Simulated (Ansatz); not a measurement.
# C₄H₇I: one species, many methods

An exercise on one series of results from a longer session: the logs are not shown, and one member is left open.

The runs use Ansatz 0.2.0, Gaussian basis; functionals in def2-TZVPP, the program's frozen cores in correlated methods.

The runs, in order: PBE-D4, r2SCAN-D4, PBE0-D4, B3LYP-D4, ωB97X-V, ωB97M-V, B2PLYP; CCSD(T)/def2-TZVPP; MP2/def2-QZVPP; extrapolation to the limit.

### Structure used throughout

The geometry comes from an earlier relaxation with PBE0-D4 in a triple-zeta def2 set; it is a stationary point, not always the lowest conformer. I takes the def2 core potential; no spin-orbit term is included.

SMILES `IC1CCC1`, 12 atoms, charge 0, spin multiplicity 1.

Atoms are counted from 1 here; the program's logs count them from 0.

Bond lengths: I1–C2 2.151 Å, C2–C3 1.535 Å, C2–C5 1.535 Å, C2–H6 1.087 Å, C3–C4 1.541 Å, C3–H7 1.089 Å, C3–H8 1.094 Å, C4–C5 1.541 Å, C4–H9 1.090 Å, C4–H10 1.091 Å, C5–H11 1.094 Å, C5–H12 1.089 Å. Angles: I1–C2–C3 112.8°, I1–C2–C5 112.8°, I1–C2–H6 104.2°, C3–C2–C5 88.8°, C3–C2–H6 119.1°, C5–C2–H6 119.1°, C2–C3–C4 88.7°, C2–C3–H7 118.2°, C2–C3–H8 109.6°, C4–C3–H7 118.6°, C4–C3–H8 111.8°, H7–C3–H8 108.7°, C3–C4–C5 88.4°, C3–C4–H9 117.5°, C3–C4–H10 111.6°, C5–C4–H9 117.5°, C5–C4–H10 111.6°, H9–C4–H10 109.0° and more.

As a file:

```
I    -2.6610   -0.4596   -0.2716
C    -0.7539    0.5172   -0.4598
C    -0.0164    0.6466    0.8802
C     0.7780   -0.6249    0.5259
C     0.3545   -0.4289   -0.9422
H    -0.9692    1.4149   -1.0334
H    -0.6079    0.6535    1.7946
H     0.6176    1.5382    0.8652
H     1.8453   -0.6301    0.7462
H     0.3222   -1.5162    0.9591
H     1.1005    0.1382   -1.5071
H     0.0674   -1.3042   -1.5230
```

Set-up of the first run:

Contents of in.yaml:

```yaml
crystal:
  periodic: [false, false, false]
  atoms:
    - {symbol: I, position_ang: [-2.660972, -0.459639, -0.271581]}
    - {symbol: C, position_ang: [-0.753855, 0.517208, -0.459845]}
    - {symbol: C, position_ang: [-0.016428, 0.646571, 0.880239]}
    - {symbol: C, position_ang: [0.777985, -0.624881, 0.525925]}
    - {symbol: C, position_ang: [0.354534, -0.428905, -0.942238]}
    - {symbol: H, position_ang: [-0.969220, 1.414936, -1.033448]}
    - {symbol: H, position_ang: [-0.607902, 0.653513, 1.794573]}
    - {symbol: H, position_ang: [0.617589, 1.538152, 0.865185]}
    - {symbol: H, position_ang: [1.845342, -0.630071, 0.746246]}
    - {symbol: H, position_ang: [0.322181, -1.516181, 0.959118]}
    - {symbol: H, position_ang: [1.100466, 0.138222, -1.507106]}
    - {symbol: H, position_ang: [0.067378, -1.304225, -1.522971]}
basis:
  gaussian: {orbitals: def2-TZVPP}
hamiltonian: {xc: pbe, dispersion: d4}
output: {forces: true, orbitals: {seedname: orbitals}}
```

Run with:

```sh
> ansatz run in.yaml --threads 4 --pin off --events-out ev --progress --plain --max-ram 10444MiB
```

Steps of the session up to this table: PBE-D4 (GGA); r2SCAN-D4 (meta-GGA); PBE0-D4 (hybrid); B3LYP-D4 (hybrid); ωB97X-V (range-separated); ωB97M-V (range-separated); B2PLYP (double hybrid); CCSD(T) in def2-TZVPP; MP2 in def2-QZVPP.

One of the session's tables, all rows but one given; the rest of the session is left out.

It belongs to the step «Atomisation energies». 

```
            method  atomisation energy (kJ/mol)
            PBE-D4                       4751.1
         r2SCAN-D4                       4645.5
           PBE0-D4                       4688.5
          B3LYP-D4                       4623.6
           ωB97X-V                       4639.8
           ωB97M-V                            ?
            B2PLYP                       4581.4
     HF/def2-TZVPP                       3424.4
    MP2/def2-TZVPP                       4609.8
   CCSD/def2-TZVPP                       4462.2
CCSD(T)/def2-TZVPP                       4532.6
           MP2/CBS                       4717.5
       CCSD(T)/CBS                       4640.3
```

**Question.** Estimate the row for ωB97M-V.

The run gave: atomisation energy (kJ/mol): 4638.9. In the column «atomisation energy (kJ/mol)» it lies between B3LYP-D4 (4623.6) and ωB97X-V (4639.8).

Limits of these values: Free atoms (1 I, 4 C, 7 H) were run apart at each level; the atomisation energy is their sum less the molecule, without zero-point or spin-orbit terms.
